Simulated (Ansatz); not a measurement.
## LaTiO₃, space group Pm-3m: a convergence test of the k-point mesh, step by step

Program: Ansatz's Python interface.

Input file `latio3.cif`:
```cif
data_LaTiO3
_cell_length_a 3.920000
_cell_length_b 3.920000
_cell_length_c 3.920000
_cell_angle_alpha 90.00000
_cell_angle_beta 90.00000
_cell_angle_gamma 90.00000
_symmetry_space_group_name_H-M 'P 1'
_symmetry_Int_Tables_number 1
loop_
_symmetry_equiv_pos_as_xyz
'x, y, z'
loop_
_atom_site_label
_atom_site_type_symbol
_atom_site_fract_x
_atom_site_fract_y
_atom_site_fract_z
La1 La    0.000000    0.000000    0.000000
Ti2 Ti    0.500000    0.500000    0.500000
O3 O    0.500000    0.500000    0.000000
O4 O    0.000000    0.500000    0.500000
O5 O    0.500000    0.000000    0.500000
```

Notebook, run cell by cell (the value of a cell's last expression is shown):

**Cell 1**
```python
from dataclasses import dataclass

import ansatz as az
from ase.io import read
from tabulate import tabulate


@dataclass(frozen=True)
class Settings:
    functional: str = "PBEsol"
    filling: str = "fermi_dirac"
    width_ev: float = 0.1
```

**Cell 2**
```python
cfg = Settings()
```

**Cell 3**
```python
atoms = read("latio3.cif")
system = az.Crystal.from_ase(atoms)
```

**Cell 4**
```python
system.resolved().tree()["lattice"]
```
Output:
```text
((3.92, 0.0, 0.0), (0.0, 3.92, 0.0), (0.0, 0.0, 3.92))
```

**Cell 5**
```python
base = (
    system.calculation()
    .functional(cfg.functional)
    .pseudopotentials("paw")
    .occupations(cfg.filling, width=cfg.width_ev)
    .forces()
    .stress()
)
```

**Cell 6**
```python
rows = []
for value in [(2, 2, 2), (3, 3, 3), (4, 4, 4), (5, 5, 5), (6, 6, 6), (7, 7, 7)]:
    r = base.kpoints(mesh=value).run(threads=1).report
    rows.append((value, r["free_energy_ev"] / len(r["lattice"]["sites"]), r["n_iterations"], sum(r["stress_gpa"][i][i] for i in range(3)) / 3, max(abs(f) for row in r["forces_ev_ang"] for f in row), r["n_kpoints"]))
```
Output:
```text
DeckWarning: basis.ecutwfc = 420 eV, auto-derived from the records' recommended cutoffs: set by La (normal level)
```

**Cell 7**
```python
print(tabulate(rows, headers=["mesh", "F/atom (eV)", "iterations", "P (GPa)", "max component (eV/A)", "k-points"], floatfmt=".4f", tablefmt="github"))
```
Output:
```text
| mesh      |   F/atom (eV) |   iterations |   P (GPa) |   max component (eV/A) |   k-points |
|-----------|---------------|--------------|-----------|------------------------|------------|
| (2, 2, 2) |    -2065.2741 |            8 |   -1.3212 |                 0.0000 |          4 |
| (3, 3, 3) |    -2065.3166 |            8 |   -2.4883 |                 0.0000 |          4 |
| (4, 4, 4) |    -2065.2909 |            8 |   -1.5928 |                 0.0000 |         10 |
| (5, 5, 5) |    -2065.2964 |            8 |   -1.7414 |                 0.0000 |         10 |
| (6, 6, 6) |    -2065.3034 |            8 |   -1.9855 |                 0.0000 |         20 |
| (7, 7, 7) |    -2065.3059 |            8 |   -2.0881 |                 0.0000 |         20 |
```

**Cell 8**
```python
for row in rows[:-1]:
    shift = 1000 * (row[1] - rows[-1][1])
    print(f"{row[0]}: {shift:+.2f} meV/atom" + ("  (within 5 meV)" if abs(shift) < 5 else ""))
```
Output:
```text
(2, 2, 2): +31.84 meV/atom
(3, 3, 3): -10.68 meV/atom
(4, 4, 4): +15.04 meV/atom
(5, 5, 5): +9.50 meV/atom
(6, 6, 6): +2.48 meV/atom  (within 5 meV)
```

From 6×6×6 on it stays within 5 meV an atom of the value at 7×7×7; the first row (2×2×2) is off by 31.8 meV and the last but one by 2.48 meV. This holds for F at a smearing of 0.1 eV; a narrower one needs a denser mesh. It goes up and down, since the sum over k-points isn't variational. The pressure moves from -1.32 to -2.09 GPa.

The cell holds an odd number of electrons and is run without spin, so a magnetic state may lie lower. Forces vanish by symmetry here and test nothing. Pressure is positive in compression. The structure is a deposited one; some such entries were measured under pressure or heat, so a shift against it needn't be the functional's error alone. Warnings are shown shortened and without file and line. Shifts are counted from the finest mesh, which is itself no proven limit. It ran for 11 s on 1 thread of Arm Neoverse V1 (shared host), peak memory 0.48 GiB.
